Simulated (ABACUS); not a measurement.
## NiMoIrPdW in ABACUS: the effect of smearing

The system is NiMoIrPdW.

```
Ir W Pd Mo Ni
1.0
     4.11705    0.00000    0.00000
    -2.05853    3.56547    0.00000
     0.00000    0.00000    5.44580
Ir W Pd Mo Ni
1 1 1 1 1
Cartesian
  0.0000 2.3770 3.9521
  0.0000 2.3770 1.2875
  2.0585 1.1885 2.5211
  2.0585 1.1885 5.2367
  0.0000 0.0000 5.2157
```

The cell was built by a generator and needn't be a form met in nature.

Alike in all runs:

```yaml
Program: ABACUS 3.10.1
Task: single point
Functional: PBE
Potentials_or_basis: PseudoDojo NC SR 0.4.1 PBE standard
Cutoff: 1361 eV
Density_cutoff: 5442 eV
Basis: DZP LCAO (the cutoffs set its grid)
k_mesh: 6 × 6 × 4
Spin: collinear spin, ferromagnetic start
Starting_moments: "[0.6, 0.0, 0.0, 1.0, 1.0] μB"
```

```tsv
smearing	occupations	largest force (eV/Å)
fermi-dirac	fermi-dirac, width 0.1 eV	0.15
gaussian	gaussian, width 0.1 eV	?
methfessel-paxton	methfessel-paxton, width 0.1 eV	0.20
methfessel-paxton-2	methfessel-paxton-2, width 0.1 eV	0.21
marzari-vanderbilt	marzari-vanderbilt, width 0.1 eV	0.20
```

**Question.** What does the run with smearing gaussian give?

**Answer.** Largest force 0.18 eV/Å.

Caveats: the atomic orbitals were generated for these runs and aren't a published set.
